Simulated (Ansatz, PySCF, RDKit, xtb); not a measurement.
# C4H5NO2S: which of the isomers drawn lies lowest?

Which of a sample of isomers of C4H5NO2S is the most stable in the gas at 298.15 K, and what are its properties? The sample is small against all isomers, and the most stable one of this formula need not be in it.

The funnel: GFN2-xTB relaxations, single points with a density functional, relaxations at r2SCAN-D4/def2-SVP, harmonic vibrations (at GFN2-xTB), and a last energy at a higher level. All values are calculated.

**1. Drawing up candidates**

Isomers were taken from a list of plausible structures; this is a sample, not all of them. That gives 4 candidates.

```csv
label,SMILES,spin
c319,NC(=O)[C@@H]1SCC1=O,singlet
c566,N/C(O)=C1/SCC1=O,singlet
c575,N=C(O)[C@@H]1SCC1=O,singlet
c615,N/C(O)=C1\SCC1=O,singlet
```

Candidates are built by distance geometry, with a force field where one applies, in up to four conformers (letters a to d).

Q: Predict the outcome of this search (final energies at CCSD(T)/def2-SVP + MP2/def2-TZVPP - MP2/def2-SVP).

| quantity | value |
| --- | --- |
| lowest structure found | NC(=O)[C@@H]1SCC1=O, singlet |
| next finalist | N/C(O)=C1\SCC1=O, singlet, 9.4 kcal/mol higher in G |
| share at equilibrium, among the finalists | 100.0 % |
| dipole moment (PBE0/def2-SVPD) | 2.97 D |
| HOMO energy (PBE0/def2-SVPD) | -7.10 eV |
| LUMO energy (PBE0/def2-SVPD) | -1.73 eV |
| HOMO–LUMO gap (PBE0/def2-SVPD) | 5.37 eV |
| lowest excitation (TD-PBE0/def2-SVPD) | 4.13 eV (f = 0.004) |
| strongest of the states computed, same level | 5.36 eV (f = 0.028) |
| lowest triplet excitation, same level, Tamm-Dancoff | 3.88 eV |
| vertical ionisation energy | 9.12 eV |
| vertical electron affinity | -0.13 eV (unbound: the value depends on the basis) |
| vertical triplet less singlet | +3.87 eV |

`NC(=O)[C@@H]1SCC1=O` comes out lowest. The margin of 9.4 kcal/mol over the next finalist is beyond the usual error of the last level; it says nothing of structures that weren't ranked. With 3 minima in the window unscreened, the next finalist need not be the second lowest, and margin and share hold for the finalists alone. GFN2-xTB, HF/STO-3G, r2SCAN-D4/def2-SVP, r2SCAN-D4/def2-SVP, relaxed, HF/def2-SVP and MP2/def2-SVP already put its bonding pattern lowest among the structures in one piece. 3 minima inside the window were never screened. The search is not exhaustive (a finite list of starts, one conformer a finalist), so a lower isomer can't be ruled out. Only 4 drawn patterns were tried, so whole families of isomers are missing, and the result ranks only the part of this sample that was screened. The lowest isomer need not be the one that is made and kept in a bottle, which depends on barriers.
